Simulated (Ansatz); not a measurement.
# GeAsH3+ (quartet): from Hartree-Fock to the top rungs, cc-pVDZ

An exercise on one series of results from a longer session: the logs are not shown, and one member is left open.

Method: cc-pVDZ, core rule «outside noble gas», up to 28 orbitals frozen; program: Ansatz 0.2.0, Gaussian basis.

To be run: UHF; CCSD(T) on ROHF; CCSD(T) on UHF; BCCD(T) on ROHF; CISD; CCSDT(Q) on ROHF; CCSDT(Q) on UHF; CASSCF and MRCISD+Q, 11 electrons in 11 orbitals; CASSCF and NEVPT2, 11 electrons in 11 orbitals.

27 further runs of the same task are left out: 17 that didn't finish, 10 set aside as unsound or not needed.

### What is computed

The geometry is a PBE0/def2-TZVP stationary point (not a proven minimum) of the parent state, kept for this charge and spin. No spin-orbit coupling is included. The filled d shell of Ge, As may be among the frozen orbitals whatever the setting's name suggests; the logs give the count.

5 atoms, charge 1, spin multiplicity 4.

Atoms are counted from 1 here; the program's logs count them from 0.

Bond lengths: Ge1–As2 2.417 Å, Ge1–H3 1.540 Å, Ge1–H4 1.540 Å, Ge1–H5 1.540 Å. Angles: As2–Ge1–H3 110.3°, As2–Ge1–H4 110.3°, As2–Ge1–H5 110.3°, H3–Ge1–H4 108.7°, H3–Ge1–H5 108.7°, H4–Ge1–H5 108.7°.

The first run:

in.yaml

```yaml
crystal:
  periodic: [false, false, false]
  atoms:
    - {symbol: Ge, position_ang: [-1.191943, -0.008234, 0.002120]}
    - {symbol: As, position_ang: [1.225257, 0.008464, -0.002179]}
    - {symbol: H, position_ang: [-1.734783, 1.432476, 0.005020]}
    - {symbol: H, position_ang: [-1.717585, -0.735786, 1.252999]}
    - {symbol: H, position_ang: [-1.722058, -0.732435, -1.248816]}
basis:
  gaussian: {orbitals: cc-pVDZ}
total_charge: 1
magnetization: {spin_polarized: true, initial_magnetization: 3}
hamiltonian: {xc: hf}
output: {orbitals: {seedname: orbitals}}
```

Started as:

```bash
$ ansatz run in.yaml --threads 1 --pin off --events-out ev --progress --plain --max-ram 2393MiB
```

Among the steps run: UHF; CCSD(T) on ROHF; CCSD(T) on UHF; BCCD(T) on ROHF; CISD; CCSDT(Q) on ROHF; CCSDT(Q) on UHF; CASSCF and MRCISD+Q, 11 electrons in 11 orbitals; CASSCF and NEVPT2, 11 electrons in 11 orbitals.

One of the session's tables, all rows but one given; the rest of the session is left out.

```
          method  from UCCSDT(Q) (kcal/mol)
            ROHF                    +120.91
             UHF                    +119.68
            RMP2                     +27.56
            UMP2                     +27.21
            CISD                     +11.76
           RCCSD                      +3.78
           UCCSD                      +3.38
        RCCSD(T)                      +1.12
        UCCSD(T)                      +0.73
         BCCD(T)                      +1.11
          RCCSDT                      +0.50
          UCCSDT                      +0.12
       RCCSDT(Q)                      +0.39
       UCCSDT(Q)                          0
  CASSCF valence                     +80.21
  NEVPT2 valence                     +22.02
  MRCISD valence                          ?
MRCISD+Q valence                      +0.82
```

**Question.** Estimate the row for MRCISD valence.

The run gave: from UCCSDT(Q) (kcal/mol): +5.91. In the column «from UCCSDT(Q) (kcal/mol)» it lies between RCCSD (+3.78) and CISD (+11.76).

To keep in mind: Restricted and unrestricted rows rest on different reference determinants; where their highest levels disagree by more than a few hundredths of an eV, they describe different states and don't form one ladder.
